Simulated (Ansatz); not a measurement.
**BrFH₅NSi: search for a transition state**

Aim: find the saddle point of a four-centre ligand exchange that is to form Si1–Br7, F2–H6 and break Si1–F2, H6–Br7, prove it by its vibrations, and relax downhill on both sides to see what it joins.

Method: PBE0-D4, def2-SVP first, then def2-TZVP; program: Ansatz 0.2.0, Gaussian basis.

152 further runs of the same task are left out: 152 set aside as unsound or not needed.

## 1. Where the work starts

The guess: 9 atoms, charge 0, spin multiplicity 1.

Atoms are counted from 1 here; the program's logs count them from 0.

Bond lengths: Si1–H3 1.448 Å, Si1–H4 1.462 Å, Si1–N5 1.698 Å, Si1–Br7 2.561 Å, N5–H8 1.006 Å, N5–H9 1.004 Å, H6–Br7 1.573 Å. Angles: H3–Si1–H4 110.5°, H3–Si1–N5 131.8°, H3–Si1–Br7 104.0°, H4–Si1–N5 102.5°, H4–Si1–Br7 91.9°, N5–Si1–Br7 109.1°, Si1–N5–H8 121.9°, Si1–N5–H9 121.1°, H8–N5–H9 112.9°, Si1–Br7–H6 64.1°.

As a file:

```xyz
9
BrFH5NSi
Si   -0.6586    0.2501   -0.1097
F     0.7555   -1.0666   -1.0713
H    -1.4721   -0.3315   -1.1566
H    -1.2756    1.4751    0.3974
N     0.0342   -0.4187    1.2891
H     1.2646    0.0072   -1.4349
Br    1.1296    1.5732   -1.3793
H     0.5525   -1.2810    1.2651
H    -0.3300   -0.2079    2.2002
```

Distances that are to change: Si1–Br7 2.56 Å, F2–H6 1.24 Å, Si1–F2 2.16 Å, H6–Br7 1.57 Å.

## 2. Constrained relaxation of the guess

hold/in.yaml reads:

```yaml
crystal:
  periodic: [false, false, false]
  atoms:
    - {symbol: Si, position_ang: [-0.658600, 0.250100, -0.109700]}
    - {symbol: F, position_ang: [0.755500, -1.066600, -1.071300]}
    - {symbol: H, position_ang: [-1.472100, -0.331500, -1.156600]}
    - {symbol: H, position_ang: [-1.275600, 1.475100, 0.397400]}
    - {symbol: N, position_ang: [0.034200, -0.418700, 1.289100]}
    - {symbol: H, position_ang: [1.264600, 0.007200, -1.434900]}
    - {symbol: Br, position_ang: [1.129600, 1.573200, -1.379300]}
    - {symbol: H, position_ang: [0.552500, -1.281000, 1.265100]}
    - {symbol: H, position_ang: [-0.330000, -0.207900, 2.200200]}
basis:
  gaussian: {orbitals: def2-SVP}
hamiltonian: {xc: pbe0, dispersion: d4}
relax: {f_tol: 0.04, max_steps: 150, escape_saddle: false, constraints: [{distance: [0, 6]}, {distance: [1, 5]}, {distance: [0, 1]}, {distance: [5, 6]}]}
```

Launch:

```bash
$ ansatz run in.yaml --threads 4 --pin off --events-out ev --progress --plain --max-ram 9574MiB
```

Further steps of the session: A starting Hessian; Saddle search in the small basis; Saddle search in triple zeta; Checking the order of the point; Relaxing after a step of 0.30 Å one way along the mode; Relaxing after a step of 0.30 Å the other way along the mode.

Q: Predict the outcome of this session. Wanted: imaginary mode; barrier from the start side; barrier from the end side; energy of the step; pairs that change; zero-point energy at the saddle.

The runs gave:

| quantity | value |
| --- | --- |
| imaginary mode | 419i cm⁻¹ |
| barrier from the start side | 32.8 kcal/mol |
| barrier from the end side | 25.5 kcal/mol |
| energy of the step | +7.3 kcal/mol |
| pairs that change | Si1–Br7 formed, F2–H6 formed, Si1–F2 broken, H6–Br7 broken |
| zero-point energy at the saddle | 1.460 eV |

The point has a single imaginary mode (419i cm⁻¹), as a transition state must. Going downhill both ways gives the intended start and end. At PBE0-D4/def2-TZVP the electronic barrier is 32.8 kcal/mol, about 55 kT at 298 K, and the step runs 7.3 kcal/mol uphill. A step off the saddle overshot and began above it in energy, so the link to its end is likely but not proven.
